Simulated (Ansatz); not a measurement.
YS, space group Fm-3m, a test of the smearing width

Program: Ansatz 0.2.0, Python API.

Interactive session:
```pycon
>>> import ansatz as az
>>> cell = (
...     az.Lattice.from_parameters(3.880107, 3.880107, 3.880107, alpha=60.0, beta=60.0, gamma=60.0)
...     .atom('Y', (0.5, 0.5, 0.5))
...     .atom('S', (0.0, 0.0, 0.0))
... )
>>> calc = (
...     cell.calculation()
...     .functional('lda')
...     .pseudopotentials('nc')
...     .accuracy('low')
...     .kpoints(6, center='monkhorst-pack')
...     .scf(tolerance=1e-06)
... )
>>> rows = []
>>> for value in [0.3, 0.2, 0.1, 0.05]:
...     rep = calc.occupations('cold', width=value).run(threads=1).report
...     rows.append((value, rep['free_energy_ev'] / len(rep['lattice']['sites']), rep['n_iterations'], rep['n_kpoints']))
...
DeckWarning: basis.ecutwfc = 979.609905 eV, auto-derived from the records' recommended cutoffs: set by Y (normal level)
DeckWarning: crystal.symmetry: narrowed to the stabiliser of the k-point mesh — unitary ops 48 → 12; excluded 36 operations that carry a point of the 6×6×6 mesh (shift [0.5, 0.5, 0.5]) off the mesh (the run samples exactly the mesh kpoints.mp_grid names, as under crystal.symmetry.detect: false, and its converged state has the mesh's symmetry, not the crystal's; ε∞, the Born charges and the force [...]
>>> print('  width (eV)   F/atom (eV)    iterations      k-points')
  width (eV)   F/atom (eV)    iterations      k-points
>>> for row in rows:
...     print(f'{str(row[0]):>12s}  {row[1]:12.5f}  {row[2]:12d}  {row[3]:12d}')
...
         0.3    -708.56487             6            28
         0.2    -708.56453             6            28
         0.1    -708.56391             6            28
        0.05    -708.56322             6            28
>>> # differences from the last row
>>> for row in rows[:-1]:
...     shift = 1000 * (row[1] - rows[-1][1])
...     print(f'{row[0]}: {shift:+.2f} meV/atom' + ('  (within 1 meV)' if abs(shift) < 1 else ''))
...
0.3: -1.66 meV/atom
0.2: -1.31 meV/atom
0.1: -0.69 meV/atom  (within 1 meV)
```

Going from 0.05 to 0.3 eV changes F by -1.7 meV an atom. This scheme is built to cancel the term in the square of the width, so the shifts stay small and are partly the mesh's error.

What to keep in mind:
- The run is spin-unpolarised.
- The mesh is modest for a metal, so energies can be off by several to tens of meV an atom and pressures by half a GPa or more; differences at equal mesh fare better.
- The narrowest width needs the finest mesh, so the last row is no converged reference.
- The starting cell is as deposited in a crystallographic database; the results hold for this polymorph, which needn't be the stable one.
- Warnings are shown shortened and without file and line.
- Run time: 9.5 s on 1 thread of Intel(R) Xeon(R) CPU @ 2.60GHz (Ice Lake), on a shared host, peak memory 0.44 GiB.

(Lines on the test bed's own set-up are left out of the output.)
